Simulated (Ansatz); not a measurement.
**I started on an O site and a Sn vacancy in rutile SnO2, 11 atoms, charge −2**

Which settings matter for this cell? A base run comes first, then runs with one to three settings changed.

Program: Ansatz 0.2.0, PAW, plane waves. These are calculated values, not measurements.

1 further run of the same task is left out (it didn't finish).

### 1 The starting cell

11 atoms (3 Sn, 7 O, 1 I); a = 4.769 Å, b = 4.769 Å, c = 6.424 Å, α = 90.00°, β = 90.00°, γ = 90.00°. All atoms were shaken off their sites by about 0.07 Å along each axis. Defect site 1: (0.306, 0.306, 0.500). Defect site 2: (0.000, 0.000, 0.500). Starting moments add up to 3 μB.

### 2 PBEsol single point

in.yaml reads:

```yaml
crystal:
  lattice:
    - [4.769046, 0.000000, 0.000000]
    - [0.000000, 4.769046, 0.000000]
    - [0.000000, 0.000000, 6.424202]
  atoms:
    - { symbol: Sn, position: [0.996879, 0.008324, 0.992905] }
    - { symbol: Sn, position: [0.479602, 0.525968, 0.243202], spin: 0.375 }
    - { symbol: Sn, position: [0.497696, 0.514421, 0.771697], spin: 0.375 }
    - { symbol: O, position: [0.321342, 0.303181, 0.988470] }
    - { symbol: O, position: [0.699506, 0.671542, 0.013843] }
    - { symbol: O, position: [0.696845, 0.696900, 0.505661], spin: 0.375 }
    - { symbol: O, position: [0.186314, 0.770541, 0.265981], spin: 0.375 }
    - { symbol: O, position: [0.218722, 0.798773, 0.772259], spin: 0.375 }
    - { symbol: O, position: [0.809389, 0.196515, 0.248169], spin: 0.375 }
    - { symbol: O, position: [0.795362, 0.202003, 0.760011], spin: 0.375 }
    - { symbol: I, position: [0.319145, 0.282038, 0.499887], spin: 0.375 }
kpoints:
  mp_grid: { grid: [2, 2, 2], shift: [0.5, 0.5, 0.5] }
hamiltonian:
  xc: pbesol
total_charge: -2
magnetization:
  spin_polarized: true
scf:
  occupations: { method: fermi_dirac, width: 0.01 }
output:
  forces: true
  eigenvalues: true
  populations: true
  charged_corrections: { epsilon: 12 }
```

Run with:

```console
ansatz run in.yaml --threads 8 --pin off --max-ram 13300MiB --runs-dir r --events-out ev --progress --plain
```

### 3 Variant: mixing beta 0.01, dispersion D3(BJ) with three-body term

in.yaml, as its differences from that of step 2:

```diff
@@ -21,2 +21,3 @@
   xc: pbesol
+  dispersion: d3bjatm
 total_charge: -2
@@ -26,2 +27,4 @@
   occupations: { method: fermi_dirac, width: 0.01 }
+  max_iter: 60
+  mixing: { beta: 0.01 }
 output:
@@ -29,3 +32,2 @@
   eigenvalues: true
-  populations: true
-  charged_corrections: { epsilon: 12 }
+  stress: true
```

### 4 Run again with accuracy low

in.yaml, as its differences from that of step 3:

```diff
@@ -1 +1,2 @@
+accuracy: low
 crystal:
@@ -21,3 +22,2 @@
   xc: pbesol
-  dispersion: d3bjatm
 total_charge: -2
@@ -27,4 +27,3 @@
   occupations: { method: fermi_dirac, width: 0.01 }
-  max_iter: 60
-  mixing: { beta: 0.01 }
+  max_iter: 50
 output:
```

### 5 Run again with starting moment 1 μB

in.yaml reads:

```yaml
crystal:
  lattice:
    - [4.769046, 0.000000, 0.000000]
    - [0.000000, 4.769046, 0.000000]
    - [0.000000, 0.000000, 6.424202]
  atoms:
    - { symbol: Sn, position: [0.996879, 0.008324, 0.992905] }
    - { symbol: Sn, position: [0.479602, 0.525968, 0.243202] }
    - { symbol: Sn, position: [0.497696, 0.514421, 0.771697] }
    - { symbol: O, position: [0.321342, 0.303181, 0.988470] }
    - { symbol: O, position: [0.699506, 0.671542, 0.013843] }
    - { symbol: O, position: [0.696845, 0.696900, 0.505661] }
    - { symbol: O, position: [0.186314, 0.770541, 0.265981] }
    - { symbol: O, position: [0.218722, 0.798773, 0.772259] }
    - { symbol: O, position: [0.809389, 0.196515, 0.248169] }
    - { symbol: O, position: [0.795362, 0.202003, 0.760011] }
    - { symbol: I, position: [0.319145, 0.282038, 0.499887] }
kpoints:
  mp_grid: { grid: [2, 2, 2], shift: [0.5, 0.5, 0.5] }
hamiltonian:
  xc: pbesol
total_charge: -2
magnetization:
  spin_polarized: true
  initial_magnetization: 1
scf:
  occupations: { method: fermi_dirac, width: 0.01 }
  max_iter: 60
output:
  forces: true
  eigenvalues: true
  stress: true
```

### 6 Changed settings: density threshold 0.0001 eV, smearing width 1.0 eV

in.yaml reads:

```yaml
crystal:
  lattice:
    - [4.769046, 0.000000, 0.000000]
    - [0.000000, 4.769046, 0.000000]
    - [0.000000, 0.000000, 6.424202]
  atoms:
    - { symbol: Sn, position: [0.996879, 0.008324, 0.992905] }
    - { symbol: Sn, position: [0.479602, 0.525968, 0.243202], spin: 0.375 }
    - { symbol: Sn, position: [0.497696, 0.514421, 0.771697], spin: 0.375 }
    - { symbol: O, position: [0.321342, 0.303181, 0.988470] }
    - { symbol: O, position: [0.699506, 0.671542, 0.013843] }
    - { symbol: O, position: [0.696845, 0.696900, 0.505661], spin: 0.375 }
    - { symbol: O, position: [0.186314, 0.770541, 0.265981], spin: 0.375 }
    - { symbol: O, position: [0.218722, 0.798773, 0.772259], spin: 0.375 }
    - { symbol: O, position: [0.809389, 0.196515, 0.248169], spin: 0.375 }
    - { symbol: O, position: [0.795362, 0.202003, 0.760011], spin: 0.375 }
    - { symbol: I, position: [0.319145, 0.282038, 0.499887], spin: 0.375 }
kpoints:
  mp_grid: { grid: [2, 2, 2], shift: [0.5, 0.5, 0.5] }
hamiltonian:
  xc: pbesol
total_charge: -2
magnetization:
  spin_polarized: true
scf:
  occupations: { method: fermi_dirac, width: 1 }
  max_iter: 50
  convergence: { dr2_threshold: 1e-04 }
output:
  forces: true
  eigenvalues: true
  stress: true
```

What does the calculation give? Wanted: for each run, settings; status; energy from base; forces from base.

**Answer**, as computed:

| settings | status | cycles | time | energy from base (meV/atom) | forces from base (eV/Å rms) | filled to empty level on the mesh (eV) |
| --- | --- | --- | --- | --- | --- | --- |
| base | converged | 16 | 1.6 s (8 CPU threads) | 0 | 0 | 0.26 |
| mixing beta 0.01, dispersion D3(BJ) with three-body term | converged | 40 | 2.9 s (8 CPU threads) | - | 0.003 | 0.26 |
| accuracy low | converged | 16 | 1.7 s (8 CPU threads) | 0.0 | 0.000 | 0.26 |
| starting moment 1 μB | converged | 20 | 1.8 s (8 CPU threads) | 0.0 | 0.000 | 0.26 |
| density threshold 0.0001 eV, smearing width 1.0 eV | converged, settings too loose | 19 | 2.4 s (8 CPU threads) | +1.0 | 0.284 | - |

**Reading.** Among these variants the forces move most with density threshold 0.0001 eV, smearing width 1.0 eV (0.284 eV/Å rms).
